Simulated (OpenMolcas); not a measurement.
**CH3FSn (SMILES [CH3][Sn][F]), step by step**

We compute a series of 10 runs (HF/ANO-R1, CASSCF(8,8)/ANO-R1, CASPT2(8,8)/ANO-R1, MC-PDFT[trevPBE](8,8)/ANO-R1, PC-NEVPT2(7,8)/ANO-R1, MC-PDFT[tLSDA](8,8)/ANO-R1, RASSCF(8,10)/ANO-R1) of CH3FSn. 

Program for the calculation: OpenMolcas 26.06.

1 further run of the same task is left out (set aside as unsound or not needed).

### Step 1. The system as given

CH3FSn has 6 atoms, charge 0, and is taken as a singlet. SMILES: `[CH3][Sn][F]`. The coordinates come from a PBE0-D4/def2-TZVP relaxation.

Bond lengths: C1–Sn2 2.175 Å, Sn2–F3 1.952 Å, C1–H4 1.094 Å, C1–H5 1.094 Å, C1–H6 1.092 Å. Angles: C1–Sn2–F3 92.9°, Sn2–C1–H4 108.9°, Sn2–C1–H5 108.8°, Sn2–C1–H6 113.1°, H4–C1–H5 107.3°, H4–C1–H6 109.3°, H5–C1–H6 109.2°.

### Step 2. A single-point energy at HF/ANO-R1 (sfX2C, RICD fitting) (run 1)

Contents of step1.input:

```
&GATEWAY
COORD
6
angstrom
C       -0.389800       0.421200      -0.282900
Sn       0.257100      -0.620500       1.513600
F        1.621600      -1.634100       0.554100
H       -0.684900      -0.317800      -1.033900
H        0.458100       0.979400      -0.691900
H       -1.220000       1.107700      -0.105200
BASIS=ANO-R1
GROUP=NoSym
RICD
&SEWARD
&SCF
PRORBITALS=0
```

Command:

```console
export MOLCAS_MEM=1860
pymolcas step1.input > step1.log
```

The log of the run:

```text
--- Start Module: gateway ---
[...]
--- Stop Module: gateway /rc=_RC_ALL_IS_WELL_ ---
[...]
--- Start Module: seward ---
[...]
      Basis functions           86
--- Stop Module: seward /rc=_RC_ALL_IS_WELL_ ---
[...]
--- Start Module: scf ---
[...]
       Convergence after  11 Iterations
[...]
::    Total SCF energy                              -6313.0512927547
[...]
      Total spin, S                                     0.0000000000
[...]
      Total electronic charge=   68.000000
      Total            charge=   -0.000000
[...]
      Dipole Moment (debye):
      Origin of the operator (angstrom)=    0.3606   -0.6406    1.2134
                   X= -2.1068E+00               Y=  1.6658E+00               Z=  1.0766E+00           Total=  2.8935E+00
      Quadrupole Moment (debye*angstrom):
[...]
--- Stop Module: scf /rc=_RC_ALL_IS_WELL_ ---
[...]
```

It took 9.9 s on 1 thread of Arm Neoverse V2, shared host; peak memory 0.27 GiB.

### Step 3. The vertical excitations at CASSCF(8,8)/ANO-R1 (sfX2C, RICD fitting, 5 states averaged) (run 2)

Contents of step2.inp:

```
&GATEWAY
Coord
6
angstrom
C       -0.389800       0.421200      -0.282900
Sn       0.257100      -0.620500       1.513600
F        1.621600      -1.634100       0.554100
H       -0.684900      -0.317800      -1.033900
H        0.458100       0.979400      -0.691900
H       -1.220000       1.107700      -0.105200
Basis=ANO-R1
Group=NoSym
RICD
&SEWARD
&RASSCF
FileOrb=$CurrDir/step1.ScfOrb
Spin=1
Nactel=8 0 0
Inactive=30
Ras2=8
CIRoot=5 5 1
OrbListing=Nothing
```

Command:

```console
export MOLCAS_MEM=1860
pymolcas step2.inp > step2.log
```

The log of the run:

```text
--- Start Module: gateway ---
[...]
--- Stop Module: gateway /rc=_RC_ALL_IS_WELL_ ---
[...]
--- Start Module: seward ---
[...]
      Basis functions           86
--- Stop Module: seward /rc=_RC_ALL_IS_WELL_ ---
[...]
--- Start Module: rasscf ---
[...]
      Number of active orbitals                  8
[...]
      Spin quantum number                      0.0
[...]
      Active orbitals                            8
[...]
      Number of CSFs                          1764
[...]
      Number of root(s) required                 5
[...]
      Convergence after 82 iterations
[...]
      printout of CI-coefficients larger than  0.05 for root  1
      energy=   -6313.113856
      conf/sym  11111111     Coeff  Weight
             1  22220000  -0.96583 0.93282
             5  222u000d   0.05850 0.00342
             9  22u2000d   0.08817 0.00777
            18  22202000   0.07430 0.00552
            23  22200020   0.07810 0.00610
            33  22ud0020  -0.06511 0.00424
[...]
      Natural orbitals and occupation numbers for root  1
      sym 1:   1.980800   1.985011   1.970822   1.957023   0.030636   0.012916   0.035370   0.027422
      Natural orbitals and occupation numbers for root  2
      sym 1:   1.977234   1.979097   1.953581   1.004638   0.999993   0.012692   0.042544   0.030221
      Natural orbitals and occupation numbers for root  3
      sym 1:   1.972241   1.986848   1.024438   1.924143   0.999999   0.010311   0.056373   0.025648
      Natural orbitals and occupation numbers for root  4
      sym 1:   1.992224   1.015481   1.978070   1.944768   1.000005   0.006058   0.039273   0.024121
      Natural orbitals and occupation numbers for root  5
      sym 1:   1.952261   1.978534   1.870471   0.152841   1.986507   0.005147   0.023319   0.030919
      ************************************************************************************************************************
      *                                                    Final results                                                     *
[...]
::    RASSCF root number  1 Total energy:  -6313.11385620
::    RASSCF root number  2 Total energy:  -6313.01418807
::    RASSCF root number  3 Total energy:  -6312.89161962
::    RASSCF root number  4 Total energy:  -6312.86895587
::    RASSCF root number  5 Total energy:  -6312.86785055
[...]
      Total electronic charge=   68.000000
      Total            charge=   -0.000000
[...]
      Dipole Moment (debye):
      Origin of the operator (angstrom)=    0.3606   -0.6406    1.2134
                   X= -2.5798E+00               Y=  2.2924E+00               Z=  3.6562E-01           Total=  3.4705E+00
      Quadrupole Moment (debye*angstrom):
[...]
--- Stop Module: rasscf /rc=_RC_ALL_IS_WELL_ ---
[...]
```

Wall time 34 s (1 thread of Arm Neoverse V2, shared host); peak memory 0.27 GiB.

The roots found:

```tsv
excited state	energy (eV)
1	2.712
2	6.047
3	6.664
4	6.694
```

Runs 3 to 8 aren't shown in full; the table further down has their settings and results.

### Step 4. Energy and gradient at CASSCF(8,8)/ANO-R1 (sfX2C, RICD fitting, root 2, 5 states averaged) (run 9)

Contents of step9.input:

```
>>> EXPORT MOLCAS_PRINT=2

&GATEWAY
  Coord
  6
  angstrom
  C       -0.389800       0.421200      -0.282900
  Sn       0.257100      -0.620500       1.513600
  F        1.621600      -1.634100       0.554100
  H       -0.684900      -0.317800      -1.033900
  H        0.458100       0.979400      -0.691900
  H       -1.220000       1.107700      -0.105200
  Basis=ANO-R1
  Group=NoSym
  RICD

&SEWARD

&RASSCF
  FileOrb=$CurrDir/step2.RasOrb
  Spin=1
  Nactel=8 0 0
  Inactive=30
  Ras2=8
  CIRoot=5 5 1
  RlxRoot=2
  OrbListing=Nothing

&ALASKA
```

Command:

```console
export MOLCAS_MEM=1860
pymolcas step9.input > step9.log
```

The log of the run:

```text
--- Start Module: gateway ---
[...]
--- Stop Module: gateway /rc=_RC_ALL_IS_WELL_ ---
[...]
      Basis functions           86
[...]
      Number of active orbitals                  8
[...]
      Spin quantum number                      0.0
[...]
      Active orbitals                            8
[...]
      Number of CSFs                          1764
[...]
      Number of root(s) required                 5
[...]
      Convergence after  6 iterations
[...]
      printout of CI-coefficients larger than  0.05 for root  1
      energy=   -6313.113857
      conf/sym  11111111     Coeff  Weight
             1  22220000   0.96583 0.93283
             5  222u000d  -0.05848 0.00342
             9  22u2000d  -0.08817 0.00777
            18  22202000  -0.07430 0.00552
            23  22200020  -0.07808 0.00610
            33  22ud0020   0.06511 0.00424
[...]
      Natural orbitals and occupation numbers for root  1
      sym 1:   1.980800   1.985011   1.970824   1.957025   0.030636   0.012916   0.035369   0.027419
      Natural orbitals and occupation numbers for root  2
      sym 1:   1.977236   1.979098   1.953584   1.004637   0.999993   0.012692   0.042543   0.030216
      Natural orbitals and occupation numbers for root  3
      sym 1:   1.972248   1.986848   1.024434   1.924150   0.999999   0.010311   0.056371   0.025640
      Natural orbitals and occupation numbers for root  4
      sym 1:   1.992226   1.015479   1.978073   1.944769   1.000006   0.006059   0.039272   0.024116
      Natural orbitals and occupation numbers for root  5
      sym 1:   1.952265   1.978534   1.870479   0.152836   1.986507   0.005147   0.023319   0.030913
      ************************************************************************************************************************
      *                                                    Final results                                                     *
[...]
::    RASSCF root number  1 Total energy:  -6313.11385735
::    RASSCF root number  2 Total energy:  -6313.01418832
::    RASSCF root number  3 Total energy:  -6312.89161908
::    RASSCF root number  4 Total energy:  -6312.86895588
::    RASSCF root number  5 Total energy:  -6312.86784967
[...]
      Total electronic charge=   68.000000
      Total            charge=   -0.000000
[...]
--- Start Module: mclr ---
[...]
      Dipole Moment (debye):
      Origin of the operator (angstrom)=    0.3606   -0.6406    1.2134
                   X= -2.5940E+00               Y=  2.5739E+00               Z= -7.3611E-01           Total=  3.7277E+00
      Quadrupole Moment (debye*angstrom):
[...]
--- Stop Module: mclr /rc=_RC_ALL_IS_WELL_ ---
[...]
 *              Molecular gradients               *
 **************************************************
  Irreducible representation: a
 ------------------------------------------------------------------------------------------
                              X                       Y                       Z
 ------------------------------------------------------------------------------------------
  C1                2.25620835945106E-02   -4.05279783763159E-02    7.53837388912935E-02
  SN2              -1.55405536899593E-02    2.33940754215745E-02   -3.55979571920386E-02
  F3                2.16134984349026E-04    3.90762229098840E-04   -2.56593912961733E-03
  H4               -2.25666391248991E-03    3.32627891895276E-03   -1.41639387851740E-02
  H5                2.92977652834203E-04    6.05234076572891E-03   -1.32514714534828E-02
  H6               -5.27397862926549E-03    7.36452104083263E-03   -9.80443233106010E-03
 ------------------------------------------------------------------------------------------
[...]
```

Run time: 23 s. Hardware: 1 thread of Arm Neoverse V2, shared host; peak memory 0.27 GiB.

The roots found:

```tsv
excited state	energy (eV)
1	2.712
2	6.047
3	6.664
4	6.694
```

### Step 5. A calculation of the kind “spin-orbit” at CASSCF(8,8)/ANO-R1 (sfX2C, RICD fitting, 5 states averaged, second multiplicity 3, second roots 2) (run 10)

Contents of step10.input:

```
&GATEWAY
Coord
6
angstrom
C       -0.389800       0.421200      -0.282900
Sn       0.257100      -0.620500       1.513600
F        1.621600      -1.634100       0.554100
H       -0.684900      -0.317800      -1.033900
H        0.458100       0.979400      -0.691900
H       -1.220000       1.107700      -0.105200
Basis = ANO-R1
Group = NoSym
RICD
AMFI
AngMom = 0.0 0.0 0.0
&SEWARD
&RASSCF
FileOrb = $CurrDir/step2.RasOrb
Spin = 1
Nactel = 8 0 0
Inactive = 30
Ras2 = 8
CIRoot = 5 5 1
OrbListing = Nothing
>>> COPY $Project.JobIph JOB001
&RASSCF
FileOrb = $CurrDir/step2.RasOrb
Spin = 3
Nactel = 8 0 0
Inactive = 30
Ras2 = 8
CIRoot = 2 2 1
OrbListing = Nothing
>>> COPY $Project.JobIph JOB002
&RASSI
NrOfJobIphs = 2 all
SpinOrbit
SOCoupling = 0
```

Command:

```console
export MOLCAS_MEM=1860
pymolcas step10.input > step10.log
```

The log of the run:

```text
--- Start Module: gateway ---
[...]
--- Stop Module: gateway /rc=_RC_ALL_IS_WELL_ ---
[...]
      Basis functions           86
[...]
      Number of active orbitals                  8
[...]
      Spin quantum number                      0.0
[...]
      Active orbitals                            8
[...]
      Number of CSFs                          1764
[...]
      Number of root(s) required                 5
[...]
      Convergence after  6 iterations
[...]
      printout of CI-coefficients larger than  0.05 for root  1
      energy=   -6313.113857
      conf/sym  11111111     Coeff  Weight
             1  22220000   0.96583 0.93283
             5  222u000d  -0.05848 0.00342
             9  22u2000d  -0.08817 0.00777
            18  22202000  -0.07430 0.00552
            23  22200020  -0.07808 0.00610
            33  22ud0020   0.06511 0.00424
[...]
      Natural orbitals and occupation numbers for root  1
      sym 1:   1.980800   1.985011   1.970824   1.957025   0.030636   0.012916   0.035369   0.027419
      Natural orbitals and occupation numbers for root  2
      sym 1:   1.977236   1.979098   1.953584   1.004637   0.999993   0.012692   0.042543   0.030216
      Natural orbitals and occupation numbers for root  3
      sym 1:   1.972248   1.986848   1.024434   1.924150   0.999999   0.010311   0.056371   0.025640
      Natural orbitals and occupation numbers for root  4
      sym 1:   1.992226   1.015479   1.978073   1.944769   1.000006   0.006059   0.039272   0.024116
      Natural orbitals and occupation numbers for root  5
      sym 1:   1.952265   1.978534   1.870479   0.152836   1.986507   0.005147   0.023319   0.030913
      ************************************************************************************************************************
      *                                                    Final results                                                     *
[...]
::    RASSCF root number  1 Total energy:  -6313.11385735
::    RASSCF root number  2 Total energy:  -6313.01418832
[...]
      Convergence after 14 iterations
[...]
      Natural orbitals and occupation numbers for root  1
      sym 1:   1.977529   1.982895   1.957974   1.005204   1.000000   0.013226   0.036909   0.026262
      Natural orbitals and occupation numbers for root  2
      sym 1:   1.968146   1.983186   1.062567   1.831097   0.999999   0.013699   0.112564   0.028740
      ************************************************************************************************************************
      *                                                    Final results                                                     *
[...]
      Total electronic charge=   68.000000
      Total            charge=   -0.000000
[...]
  SPIN-FREE ENERGIES:
  (Shifted by EMIN (a.u.) =      -6313.1138573522)
 SF State       Relative EMIN(au)   Rel lowest level(eV)    D:o, cm**(-1)
     1             0.0000000000        0.0000000000              0.0000
     6             0.0570306231        1.5518823128          12516.7750
     2             0.0996690282        2.7121324229          21874.8232
     7             0.1863415418        5.0706116671          40897.2412
     3             0.2222382758        6.0474115618          48775.6637
     4             0.2449014688        6.6641084593          53749.6596
     5             0.2460076810        6.6942100276          53992.4451
[...]
::    SO-RASSI State    8     Total energy:   -6312.92743993809563
::    SO-RASSI State    9     Total energy:   -6312.89158047715046
::    SO-RASSI State   10     Total energy:   -6312.86895310868567
::    SO-RASSI State   11     Total energy:   -6312.86767330642397
[...]
```

Run time: 20 s. Hardware: 1 thread of Arm Neoverse V2, shared host; peak memory 0.27 GiB.

The roots found:

```tsv
excited state	energy (eV)	strength	label
1	1.552	0.0000	triplet
2	2.712	0.0288	singlet
3	5.071	0.0000	triplet
4	6.047	0.0866	singlet
5	6.664	0.0002	singlet
6	6.694	0.0037	singlet
```

### Step 6. All runs side by side

```tsv
run	level	task	active rule	partner	energy (Eh)	wall time
1	HF/ANO-R1 (sfX2C, RICD fitting)	energy	–	base	-6313.051293	9.9 s
2	CASSCF(8,8)/ANO-R1 (sfX2C, RICD fitting, 5 states averaged)	excited	frontier window	base	-6313.113856	34 s
3	CASPT2(8,8)/ANO-R1 (sfX2C, RICD fitting, casscf thresholds set, ipea shift 0.25 Eh, pt2 variant XDW, 5 states averaged)	excited	frontier window	base	-6313.789674	26 s
4	MC-PDFT[trevPBE](8,8)/ANO-R1 (sfX2C, RICD fitting, 5 states averaged)	excited	frontier window	base	-6316.229361	18 s
5	CASSCF(8,8)/ANO-R1 (sfX2C, RICD fitting, 5 states averaged, second multiplicity 3, second roots 2)	spin-orbit	frontier window	base	-6313.113857	19 s
6	PC-NEVPT2(7,8)/ANO-R1 (sfX2C, RICD fitting, pt2 variant PC-NEVPT2)	energy	frontier window	cation	-6313.472348	15 s
7	MC-PDFT[tLSDA](8,8)/ANO-R1 (sfX2C, RICD fitting, 5 states averaged)	excited	frontier window	base	-6310.817040	15 s
8	RASSCF(8,10)/ANO-R1 (sfX2C, RICD fitting, 5 states averaged)	excited	frontier window	base	-6313.107722	32 s
9	CASSCF(8,8)/ANO-R1 (sfX2C, RICD fitting, root 2, 5 states averaged)	gradient	frontier window	base	-6313.014188	23 s
10	CASSCF(8,8)/ANO-R1 (sfX2C, RICD fitting, 5 states averaged, second multiplicity 3, second roots 2)	spin-orbit	frontier window	base	-6313.113857	20 s
```

### Step 7. Outcome

| quantity | value |
| --- | --- |
| run 10, CASSCF(8,8)/ANO-R1: energy of the lowest of 7 roots | -6313.11386 Eh |
| run 10, CASSCF(8,8)/ANO-R1: lowest excitation energy within this active space | 1.55 eV |

All runs together took 3.5 min, the longest 34 s.
